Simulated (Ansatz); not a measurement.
# Nb3Sb2: the cost of one run

Method: DFT PBE, scalar-relativistic, plane waves, PAW, in Ansatz 0.2.0.

## 1. The structure to begin with

Symmetry: P-3m1, No. 164, trigonal system. The conventional cell has a = 4.217 Å, b = 4.217 Å, c = 6.561 Å, α = 90.00°, β = 90.00°, γ = 120.00°. Around Nb (site symmetry -3m) lie 6 Sb at 2.92 Å. Around Nb (site symmetry 3m) lie 4 Sb at 2.54 to 2.62 Å. Sb (site symmetry 3m) has 7 Nb at 2.54 to 2.92 Å as nearest neighbours.

As a file:

```cif
data_structure
_symmetry_space_group_name_H-M 'P-3m1'
_symmetry_Int_Tables_number 164
_cell_length_a 4.2168
_cell_length_b 4.2168
_cell_length_c 6.5606
_cell_angle_alpha 90.000
_cell_angle_beta 90.000
_cell_angle_gamma 120.000
_cell_volume 101.03
loop_
_atom_site_label
_atom_site_type_symbol
_atom_site_symmetry_multiplicity
_atom_site_Wyckoff_symbol
_atom_site_fract_x
_atom_site_fract_y
_atom_site_fract_z
_atom_site_occupancy
Nb1 Nb 1 a 0.00000 0.00000 0.00000 1
Nb2 Nb 2 d 0.33333 0.66667 0.64500 1
Sb1 Sb 2 d 0.33333 0.66667 0.24500 1
```

(A quick probe on a coarse mesh, which set the mesh and smearing, is not shown.)

## 3. Rough relaxation on the coarse mesh

input.yaml reads:

```yaml
crystal:
  lattice:
    - [4.2167793388, 0.0, 0.0]
    - [-2.1083896694, 3.6518380296, 0.0]
    - [0.0, 0.0, 6.5606236921]
  atoms:
    - { symbol: Nb, position: [0.0, 0.0, 0.0] }
    - { symbol: Nb, position: [0.3333333333, 0.6666666667, 0.645] }
    - { symbol: Nb, position: [0.6666666667, 0.3333333333, 0.355] }
    - { symbol: Sb, position: [0.3333333333, 0.6666666667, 0.245] }
    - { symbol: Sb, position: [0.6666666667, 0.3333333333, 0.755] }
basis:
  ecutwfc: 420
kpoints:
  mp_grid: { grid: [6, 6, 4] }
hamiltonian:
  xc: pbe
scf:
  occupations: { method: gaussian, width: 0.1 }
  lower_state_search: "off"
output:
  forces: true
  stress: true
  eigenvalues: true
relax:
  adjacent_minimum: "off"
  f_tol: 0.04
  max_steps: 70
  cell: { stress_tol: 0.4 }
```

Run with:

```bash
$ ansatz run input.yaml --threads 1 --pin off --max-ram 2560MiB --backend cpu --events-out ev --progress --plain --runs-dir out
```

Q: Estimate wall time and peak memory on 1 thread of Arm Neoverse V1, shared host.

About 39 s, with a peak of 0.42 GiB.
